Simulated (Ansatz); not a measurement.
# SiGeH4 (triplet): the correlation ladder, cc-pVDZ

An exercise on one series of results from a longer session: the logs are not shown, and one member is left open.

Program: Ansatz 0.2.0, Gaussian basis. Level of theory: cc-pVDZ, core rule «outside noble gas», up to 19 orbitals frozen. These are calculated values, not measurements.

The runs, in order: UHF; CCSD(T) on ROHF; CCSD(T) on UHF; BCCD(T) on ROHF; CISD; CCSDT(Q) on ROHF; CCSDT(Q) on UHF; CASSCF and MRCISD+Q, 12 electrons in 12 orbitals; CASSCF and NEVPT2, 12 electrons in 12 orbitals.

4 further runs of the same task are left out: 4 set aside as unsound or not needed.

### The geometry

The geometry is a PBE0/def2-TZVP stationary point (not a proven minimum) of the parent state, kept for this charge and spin. No spin-orbit coupling is included. The filled d shell of Ge may be among the frozen orbitals whatever the setting's name suggests; the logs give the count.

6 atoms, charge 0, spin multiplicity 3.

Atoms are counted from 1 here; the program's logs count them from 0.

Bond lengths: Si1–Ge2 2.457 Å, Si1–H3 1.489 Å, Si1–H4 1.494 Å, Si1–H5 1.494 Å, Ge2–H6 1.593 Å. Angles: Ge2–Si1–H3 118.9°, Ge2–Si1–H4 107.4°, Ge2–Si1–H5 107.4°, H3–Si1–H4 107.9°, H3–Si1–H5 107.9°, H4–Si1–H5 106.6°, Si1–Ge2–H6 92.7°.

Set-up of the first run:

Contents of in.yaml:

```yaml
crystal:
  periodic: [false, false, false]
  atoms:
    - {symbol: Si, position_ang: [0.000000, 0.027795, 1.712649]}
    - {symbol: Ge, position_ang: [0.000000, -0.030704, -0.744071]}
    - {symbol: H, position_ang: [0.000000, 1.348061, 2.400385]}
    - {symbol: H, position_ang: [1.197551, -0.733921, 2.178541]}
    - {symbol: H, position_ang: [-1.197551, -0.733921, 2.178541]}
    - {symbol: H, position_ang: [0.000000, 1.558094, -0.855589]}
basis:
  gaussian: {orbitals: cc-pVDZ}
magnetization: {spin_polarized: true, initial_magnetization: 2}
hamiltonian: {xc: hf}
output: {orbitals: {seedname: orbitals}}
```

Launch:

```bash
$ ansatz run in.yaml --threads 1 --pin off --events-out ev --progress --plain --max-ram 4096MiB --backend cpu
```

Among the steps run: UHF; CCSD(T) on ROHF; CCSD(T) on UHF; BCCD(T) on ROHF; CISD; CCSDT(Q) on ROHF; CCSDT(Q) on UHF; CASSCF and MRCISD+Q, 12 electrons in 12 orbitals; CASSCF and NEVPT2, 12 electrons in 12 orbitals.

One of the session's tables, all rows but one given; the rest of the session is left out.

It belongs to the step «Misses and costs». 

| method | from UCCSDT(Q) (meV) |
| --- | --- |
| ROHF | +6028.1 |
| UHF | +5940.3 |
| RMP2 | +1370.1 |
| UMP2 | +1359.9 |
| CISD | +690.3 |
| RCCSD | +200.9 |
| UCCSD | +188.8 |
| RCCSD(T) | +50.2 |
| UCCSD(T) | ? |
| BCCD(T) | +49.4 |
| RCCSDT | +16.1 |
| UCCSDT | +6.2 |
| RCCSDT(Q) | +9.9 |
| UCCSDT(Q) | 0 |
| CASSCF valence | +3948.9 |
| NEVPT2 valence | +1192.2 |
| MRCISD valence | +333.1 |
| MRCISD+Q valence | +55.5 |

**Question.** Estimate the row for UCCSD(T).

As computed: from UCCSDT(Q) (meV): +40.5. In the column «from UCCSDT(Q) (meV)» it lies between RCCSDT (+16.1) and BCCD(T) (+49.4).

Caveats from the session: Restricted and unrestricted rows rest on different reference determinants; where their highest levels disagree by more than a few hundredths of an eV, they describe different states and don't form one ladder.
